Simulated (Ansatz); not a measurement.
# C2H6AlFSi: one species, many methods

Aim: compute C2H6AlFSi with functionals from several rungs and with coupled cluster. The yardstick is the atomisation energy at the CCSD(T) limit.

Program: Ansatz 0.2.0, Gaussian basis. Level of theory: functionals in def2-TZVPP, the program's frozen cores in correlated methods. These are calculated values, not measurements.

Levels to be run: PBE-D4, r2SCAN-D4, PBE0-D4, B3LYP-D4, ωB97X-V, ωB97M-V, B2PLYP; CCSD(T)/def2-TZVPP; MP2/def2-QZVPP; extrapolation to the limit.

## (1) The geometry

The geometry comes from an earlier relaxation with PBE0-D4 in a triple-zeta def2 set; it is a stationary point, not always the lowest conformer.

SMILES `[CH3][Al]1[CH2][SiH]1F`, 11 atoms, charge 0, spin multiplicity 1.

Atoms are counted from 1 here; the program's logs count them from 0.

Bond lengths: C1–Al2 1.945 Å, C1–H6 1.095 Å, C1–H7 1.095 Å, C1–H8 1.092 Å, Al2–C3 1.974 Å, Al2–Si4 2.323 Å, C3–Si4 1.870 Å, C3–H9 1.089 Å, C3–H10 1.110 Å, Si4–F5 1.609 Å, Si4–H11 1.488 Å. Angles: Al2–C1–H6 110.3°, Al2–C1–H7 110.1°, Al2–C1–H8 112.6°, H6–C1–H7 107.1°, H6–C1–H8 108.3°, H7–C1–H8 108.3°, C1–Al2–C3 138.6°, C1–Al2–Si4 170.3°, C3–Al2–Si4 50.8°, Al2–C3–Si4 74.3°, Al2–C3–H9 140.7°, Al2–C3–H10 92.5°, Si4–C3–H9 125.2°, Si4–C3–H10 109.5°, H9–C3–H10 108.4°, Al2–Si4–C3 54.9°, Al2–Si4–F5 136.0°, Al2–Si4–H11 116.2° and more.

## (2) PBE-D4 (GGA)

Input file in.yaml:

```yaml
crystal:
  periodic: [false, false, false]
  atoms:
    - {symbol: C, position_ang: [-2.107224, 0.221401, 1.005779]}
    - {symbol: Al, position_ang: [-0.487858, -0.019917, -0.043411]}
    - {symbol: C, position_ang: [1.459090, -0.166997, 0.249375]}
    - {symbol: Si, position_ang: [1.220341, -0.219228, -1.604846]}
    - {symbol: F, position_ang: [2.047559, 0.786927, -2.549107]}
    - {symbol: H, position_ang: [-2.344270, -0.696248, 1.553200]}
    - {symbol: H, position_ang: [-1.958793, 1.011153, 1.749076]}
    - {symbol: H, position_ang: [-2.969111, 0.486511, 0.390752]}
    - {symbol: H, position_ang: [2.184997, -0.758240, 0.805407]}
    - {symbol: H, position_ang: [1.536957, 0.888334, 0.583983]}
    - {symbol: H, position_ang: [1.483711, -1.590696, -2.119606]}
basis:
  gaussian: {orbitals: def2-TZVPP}
hamiltonian: {xc: pbe, dispersion: d4}
output: {forces: true, orbitals: {seedname: orbitals}}
```

The run is started by

```
> ansatz run in.yaml --threads 4 --pin off --events-out ev --progress --plain --max-ram 10444MiB
```

The runs that follow: r2SCAN-D4 (meta-GGA); PBE0-D4 (hybrid); B3LYP-D4 (hybrid); ωB97X-V (range-separated); ωB97M-V (range-separated); B2PLYP (double hybrid); CCSD(T) in def2-TZVPP; MP2 in def2-QZVPP.

Before running them: what should the planned runs give, taken together? Wanted: atomisation energy, CCSD(T)/CBS; farthest; mean size of error, hybrid; mean size of error, range-separated; gap, smallest and largest; T1 diagnostic; triples share of the correlation energy.

As calculated:

| quantity | value |
| --- | --- |
| atomisation energy, CCSD(T)/CBS | 936.5 kcal/mol |
| functionals within 4.7 kcal/mol (0.5 %) | PBE0-D4, ωB97X-V, ωB97M-V |
| farthest | B2PLYP (-12.9 kcal/mol) |
| mean size of error, hybrid | 3.4 kcal/mol |
| mean size of error, range-separated | 1.4 kcal/mol |
| gap, smallest and largest | 2.74 eV (PBE-D4), 8.64 eV (ωB97X-V) |
| T1 diagnostic | 0.0124 |
| triples share of the correlation energy | 3.7 % |

In words: PBE-D4 misses by +11.3 kcal/mol. Double hybrids carry the basis error of their MP2 part in triple zeta, and no dispersion term here, so their miss is partly the set-up's. Misses under about 4.7 kcal/mol are within the doubt on the reference itself, which lacks core-valence correlation, relativity and higher excitations. Hartree-Fock recovers 74 % of the binding; the rest is correlation. The gap grows from 2.7 to 8.6 eV across the functionals, mostly with the share of exact exchange.
